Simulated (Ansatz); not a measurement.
**TaAlP2SO12: a single-point run**

Wanted: field gradients for TaAlP2SO12.

Computed with Ansatz 0.2.0 (Kohn-Sham DFT, with the functional, basis and potentials that each input names, unless a step's input says otherwise).

1 further run of the same task is left out (set aside as unsound or not needed).

## (1) The starting structure

It takes space group Cc (No. 9, monoclinic). Conventional cell: a = 14.874 Å, b = 8.543 Å, c = 8.842 Å, α = 90.00°, β = 123.86°, γ = 90.00°. Ta (site symmetry 1) is surrounded by 6 O at 1.91 to 2.10 Å. Al (site symmetry 1) has 6 O at 1.86 to 2.01 Å as nearest neighbours. P (site symmetry 1) has 4 O at 1.50 to 1.59 Å as nearest neighbours. P (site symmetry 1) has 4 O at 1.50 to 1.58 Å as nearest neighbours. Around S (site symmetry 1) lie 4 O at 1.45 to 1.51 Å. O (site symmetry 1) has 1 P at 1.51 Å and 1 Al at 1.90 Å as nearest neighbours. O (site symmetry 1) has 1 S at 1.46 Å and 1 Al at 2.01 Å as nearest neighbours. Around O (site symmetry 1) lie 1 P at 1.51 Å and 1 Al at 1.86 Å. Only part of the 17 independent sites is listed.

As a file:

```cif
data_structure
_symmetry_space_group_name_H-M 'P 1'
_symmetry_Int_Tables_number 1
_cell_length_a 8.5765
_cell_length_b 8.5765
_cell_length_c 8.8419
_cell_angle_alpha 118.890
_cell_angle_beta 118.890
_cell_angle_gamma 59.744
_cell_volume 466.52
loop_
_atom_site_label
_atom_site_type_symbol
_atom_site_fract_x
_atom_site_fract_y
_atom_site_fract_z
_atom_site_occupancy
Ta1 Ta 0.84934 0.36574 0.07830 1
Ta2 Ta 0.36574 0.84934 0.57830 1
Al1 Al 0.14062 0.64419 0.93335 1
Al2 Al 0.64419 0.14062 0.43335 1
P1 P 0.52063 0.45355 0.24435 1
P2 P 0.95802 0.76518 0.24490 1
P3 P 0.76518 0.95802 0.74490 1
P4 P 0.45355 0.52063 0.74435 1
S1 S 0.26141 0.02820 0.24709 1
S2 S 0.02820 0.26141 0.74709 1
O1 O 0.35149 0.49336 0.07989 1
O2 O 0.23345 0.86486 0.08609 1
O3 O 0.99415 0.73408 0.07907 1
O4 O 0.73408 0.99415 0.57907 1
O5 O 0.86486 0.23345 0.58609 1
O6 O 0.49336 0.35149 0.57989 1
O7 O 0.63585 0.50199 0.91707 1
O8 O 0.78303 0.13797 0.91690 1
O9 O 0.01023 0.27462 0.91263 1
O10 O 0.27462 0.01023 0.41263 1
O11 O 0.13797 0.78303 0.41690 1
O12 O 0.50199 0.63585 0.41707 1
O13 O 0.28448 0.55791 0.78425 1
O14 O 0.93575 0.78543 0.78196 1
O15 O 0.05724 0.42705 0.77429 1
O16 O 0.42705 0.05724 0.27429 1
O17 O 0.78543 0.93575 0.28196 1
O18 O 0.55791 0.28448 0.28425 1
O19 O 0.70593 0.43043 0.22459 1
O20 O 0.09026 0.20577 0.22539 1
O21 O 0.93742 0.58037 0.21988 1
O22 O 0.58037 0.93742 0.71988 1
O23 O 0.20577 0.09026 0.72539 1
O24 O 0.43043 0.70593 0.72459 1
```

## (2) The run

Contents of input.yaml:

```yaml
crystal:
  lattice:
    - [7.4370492703, -4.27169712, 0.0]
    - [7.4370492703, 4.27169712, 0.0]
    - [-4.9263750477, 0.0, 7.3423511318]
  atoms:
    - { symbol: Ta, position: [0.84933718, 0.36574124, 0.07829648] }
    - { symbol: Ta, position: [0.36574124, 0.84933718, 0.57829648] }
    - { symbol: Al, position: [0.14062477, 0.64418655, 0.93335258] }
    - { symbol: Al, position: [0.64418655, 0.14062477, 0.43335258] }
    - { symbol: P, position: [0.52063439, 0.45354666, 0.24435322] }
    - { symbol: P, position: [0.95802498, 0.76517506, 0.2448955] }
    - { symbol: P, position: [0.76517506, 0.95802498, 0.7448955] }
    - { symbol: P, position: [0.45354666, 0.52063439, 0.74435322] }
    - { symbol: S, position: [0.26141445, 0.02820425, 0.24709351] }
    - { symbol: S, position: [0.02820425, 0.26141445, 0.74709351] }
    - { symbol: O, position: [0.35148625, 0.49336055, 0.07989289] }
    - { symbol: O, position: [0.23345039, 0.86486448, 0.08608903] }
    - { symbol: O, position: [0.99414672, 0.73408394, 0.0790663] }
    - { symbol: O, position: [0.73408394, 0.99414672, 0.5790663] }
    - { symbol: O, position: [0.86486448, 0.23345039, 0.58608903] }
    - { symbol: O, position: [0.49336055, 0.35148625, 0.57989289] }
    - { symbol: O, position: [0.63585231, 0.50199215, 0.91707444] }
    - { symbol: O, position: [0.78302974, 0.13796893, 0.916896] }
    - { symbol: O, position: [0.01022642, 0.27461565, 0.91262607] }
    - { symbol: O, position: [0.27461565, 0.01022642, 0.41262607] }
    - { symbol: O, position: [0.13796893, 0.78302974, 0.416896] }
    - { symbol: O, position: [0.50199215, 0.63585231, 0.41707444] }
    - { symbol: O, position: [0.28448154, 0.55790907, 0.7842539] }
    - { symbol: O, position: [0.9357466, 0.78542638, 0.78196034] }
    - { symbol: O, position: [0.05724199, 0.42704796, 0.77428889] }
    - { symbol: O, position: [0.42704796, 0.05724199, 0.27428889] }
    - { symbol: O, position: [0.78542638, 0.9357466, 0.28196034] }
    - { symbol: O, position: [0.55790907, 0.28448154, 0.2842539] }
    - { symbol: O, position: [0.70593497, 0.43043011, 0.22459124] }
    - { symbol: O, position: [0.0902577, 0.2057657, 0.22539131] }
    - { symbol: O, position: [0.93742218, 0.58036856, 0.21987827] }
    - { symbol: O, position: [0.58036856, 0.93742218, 0.71987827] }
    - { symbol: O, position: [0.2057657, 0.0902577, 0.72539131] }
    - { symbol: O, position: [0.43043011, 0.70593497, 0.72459124] }
kpoints:
  mp_grid: { grid: [3, 3, 3] }
scf:
  occupations: { method: fermi_dirac, width: 0.02 }
  lower_state_search: standard
hamiltonian:
  xc: pbe
  pseudopotentials: { kind: paw, source: jth }
output:
  forces: true
  stress: true
  populations: true
  efg:
    quadrupole_moments_barn: { Ta: 3.17, Al: 0.1466, S: -0.0694, O: -0.02558 }
    contact_densities: true
  write_density: true
  write_potential: true
  elf: true
  volumetric_format: npy
basis:
  ecutwfc: "600 eV"
```

Command:

```console
$ ansatz run input.yaml --threads 1 --pin off --max-ram 2560MiB --backend cpu --events-out ev --progress --plain --runs-dir out
```

The program printed:

```text
Warning: basis.ecutwfc = 600 eV is below the records' recommended 1380 eV, and the density's cutoff is lower with it unless basis.ecutrho_ratio is high enough to keep the records' density cutoff: compare with a run at a higher cutoff
Warning: <dir> the checks of this Ta dataset prove no rule for summing its radial tables, as where they were carried onto another mesh than they were made on, and Gregory's rule is taken, under which a leading mesh point left out moves its sums only by what lay on the interval it spanned. That does not make them correct, and they differ from Quantum ESPRESSO's on this file; a re-export a fraction of a mesh step off can move them. hamiltonian.pseudopotentials.radial_quadrature: simpson_from_first_knot sums it by `pw.x`'s rule; on a PAW file no value gives `pw.x`'s numbers. What more to know: hamiltonian.pseudopotentials.radial_quadrature, in the input reference
Warning: <dir> the checks of this Al dataset prove no rule for summing its radial tables, as where they were carried onto another mesh than they were made on, and Gregory's rule is taken, under which a leading mesh point left out moves its sums only by what lay on the interval it spanned. That does not make them correct, and they differ from Quantum ESPRESSO's on this file; a re-export a fraction of a mesh step off can move them. hamiltonian.pseudopotentials.radial_quadrature: simpson_from_first_knot sums it by `pw.x`'s rule; on a PAW file no value gives `pw.x`'s numbers. What more to know: hamiltonian.pseudopotentials.radial_quadrature, in the input reference
Warning: <dir> the checks of this P dataset prove no rule for summing its radial tables, as where they were carried onto another mesh than they were made on, and Gregory's rule is taken, under which a leading mesh point left out moves its sums only by what lay on the interval it spanned. That does not make them correct, and they differ from Quantum ESPRESSO's on this file; a re-export a fraction of a mesh step off can move them. hamiltonian.pseudopotentials.radial_quadrature: simpson_from_first_knot sums it by `pw.x`'s rule; on a PAW file no value gives `pw.x`'s numbers. What more to know: hamiltonian.pseudopotentials.radial_quadrature, in the input reference
Warning: <dir> the checks of this S dataset prove no rule for summing its radial tables, as where they were carried onto another mesh than they were made on, and Gregory's rule is taken, under which a leading mesh point left out moves its sums only by what lay on the interval it spanned. That does not make them correct, and they differ from Quantum ESPRESSO's on this file; a re-export a fraction of a mesh step off can move them. hamiltonian.pseudopotentials.radial_quadrature: simpson_from_first_knot sums it by `pw.x`'s rule; on a PAW file no value gives `pw.x`'s numbers. What more to know: hamiltonian.pseudopotentials.radial_quadrature, in the input reference
Warning: <dir> the checks of this O dataset prove no rule for summing its radial tables, as where they were carried onto another mesh than they were made on, and Gregory's rule is taken, under which a leading mesh point left out moves its sums only by what lay on the interval it spanned. That does not make them correct, and they differ from Quantum ESPRESSO's on this file; a re-export a fraction of a mesh step off can move them. hamiltonian.pseudopotentials.radial_quadrature: simpson_from_first_knot sums it by `pw.x`'s rule; on a PAW file no value gives `pw.x`'s numbers. What more to know: hamiltonian.pseudopotentials.radial_quadrature, in the input reference
Warning: RAYON_NUM_THREADS=1 ignored (pool sized by the plan → 1); use --threads N
Ta: output.efg is read without spin–orbit coupling, which moves field gradients at and beside such atoms by some per cent and up to a factor of two; PAW files take it under magnetization.noncollinear and magnetization.spin_orbit
Engine: ansatz 0.2.0, aarch64-unknown-linux-gnu
Pseudopotentials: kind: paw
Pseudopotential: Ta, paw, valence charge 13, recommended cutoff 1290 eV (normal), Ta.paw.azcp
Pseudopotential: Al, paw, valence charge 3, recommended cutoff 570 eV (normal), Al.paw.azcp
Pseudopotential: P, paw, valence charge 5, recommended cutoff 840 eV (normal), P.paw.azcp
Pseudopotential: S, paw, valence charge 6, recommended cutoff 780 eV (normal), S.paw.azcp
Pseudopotential: O, paw, valence charge 6, recommended cutoff 1380 eV (normal), O.paw.azcp
Functional definition: PBE
  parameter kappa = 0.804
  parameter beta = 0.06672455060314922
  exchange = pbe_x(kappa = kappa, mu = beta*pi^2/3)
  correlation = pbe_c(beta = beta)
Crystal: 34 atoms, lattice volume = 466.516 Å³
Basis set: ecut = 600 eV, 15543 PW (Γ), exchange–correlation on 144×144×144 points (8 copies of the dense FFT grid, shifted against one another)
Bands: 138, of which v1, the nominal top of the filled ones, is band 104 counted from 1 (103 counted from 0)
Symmetry: 2 space group operations
Space group: Cc (ITA 9), of the structure as read, at distance tolerance 7.8e-5 Å
k-points: 10 of 27 (time reversal used)
Non-local potential: Ta, projectors of the file, l = 0: 2, l = 1: 2, l = 2: 2
Non-local potential: Al, projectors of the file, l = 0: 2, l = 1: 2
Non-local potential: P, projectors of the file, l = 0: 2, l = 1: 2
Non-local potential: S, projectors of the file, l = 0: 2, l = 1: 2
Non-local potential: O, projectors of the file, l = 0: 2, l = 1: 2
PAW form: soft (Blöchl's): semilocal exchange-correlation on the pseudo side does not see the compensation charge
PAW one-centre angular grid: Ta, 590 points (default); XC on 126 of its mesh's 976 points in the sphere
PAW one-centre angular grid: Al, 110 points (default); XC on 64 Gauss nodes
PAW one-centre angular grid: P, 110 points (default); XC on 89 of its mesh's 817 points in the sphere
PAW one-centre angular grid: S, 110 points (default); XC on 64 Gauss nodes
PAW one-centre angular grid: O, 110 points (default); XC on 64 Gauss nodes
Initial density: superposition of atomic densities (chi_scale 0.1, normalization cell, long waves kept (reshape's long-wave potential 0.20 eV rms))
Initial wavefunctions: pseudopotential atomic-orbital guess
Functional: x = pbe(κ = 0.804, μ = 0.2195149727645171), c = pbe(β = 0.06672455060314922)
SCF iter   1: F=—  HF=-39341.845469 eV  |F-HF|=—  |Δ(HF+E_count)|=         —  Δρ=1.17e-1  dr2=6.51e1  ethr=3.10e-3  ⟨swp⟩=8.7  Hψ=9404  notcnv=0  defer=103
preconditioner: auto → Resta (q_TF=auto, 2.385 Å⁻¹)  ε∞=3.2  [insulator: Δε(μ)=2.722 eV  Ē_g=16.243 eV  σ=0.020 eV  W_gap=1.00  n_scr=112 (ndim 8)  ℏωp=23.8 eV  f_vac=0.156  D(μ)=0.00/eV (n_scr^D=0)  ε∞_Penn≈3.2]
SCF iter   2: F=—  HF=-39323.075614 eV  |F-HF|=—  |Δ(HF+E_count)|=    1.88e1  Δρ=4.22e-2  dr2=5.03e0  ethr=3.10e-3  ⟨swp⟩=5.0  Hψ=3814  notcnv=0  defer=280
SCF iter   3: F=—  HF=-39322.332494 eV  |F-HF|=—  |Δ(HF+E_count)|=   7.43e-1  Δρ=1.98e-2  dr2=1.20e0  ethr=2.42e-3  ⟨swp⟩=3.0  Hψ=1914  notcnv=0  defer=280
SCF iter   4: F=—  HF=-39322.251290 eV  |F-HF|=—  |Δ(HF+E_count)|=   8.12e-2  Δρ=7.44e-3  dr2=1.81e-1  ethr=5.78e-4  ⟨swp⟩=2.9  Hψ=2446  notcnv=0  defer=280
SCF iter   5: F=—  HF=-39322.254027 eV  |F-HF|=—  |Δ(HF+E_count)|=   2.74e-3  Δρ=2.61e-3  dr2=2.79e-2  ethr=8.68e-5  ⟨swp⟩=3.0  Hψ=2110  notcnv=0  defer=280
SCF iter   6: F=—  HF=-39322.254225 eV  |F-HF|=—  |Δ(HF+E_count)|=   1.98e-4  Δρ=9.48e-4  dr2=4.30e-3  ethr=1.34e-5  ⟨swp⟩=2.0  Hψ=2086  notcnv=0  defer=280
SCF iter   7: F=—  HF=-39322.256756 eV  |F-HF|=—  |Δ(HF+E_count)|=   2.53e-3  Δρ=2.89e-4  dr2=4.01e-4  ethr=2.07e-6  ⟨swp⟩=2.0  Hψ=1930  notcnv=0  defer=280
SCF iter   8: F=—  HF=-39322.256904 eV  |F-HF|=—  |Δ(HF+E_count)|=   1.48e-4  Δρ=1.69e-4  dr2=1.06e-4  ethr=1.93e-7  ⟨swp⟩=2.0  Hψ=2060  notcnv=0  defer=280
SCF iter   9: F=—  HF=-39322.256906 eV  |F-HF|=—  |Δ(HF+E_count)|=   2.20e-6  Δρ=3.37e-5  dr2=4.89e-6  ethr=5.08e-8  ⟨swp⟩=2.0  Hψ=1990  notcnv=0  defer=280
Error: SIGTERM received: cancelled by the caller after 9 completed SCF iterations
```

Run time: 2.1 min. Hardware: 1 thread of Arm Neoverse V2, shared host.

## (3) What went wrong

The clock ran out, after 9 SCF iterations. It gives no final result.

The size of the job: 34 atoms, 138 bands, 9 SCF cycles over all loops.

Fix: restart with a longer limit.

## (4) Outcome

| quantity | value |
| --- | --- |
| ending | out of time, 9 SCF cycles |
| cause | time limit |

**Reading.** No usable result came of this input.
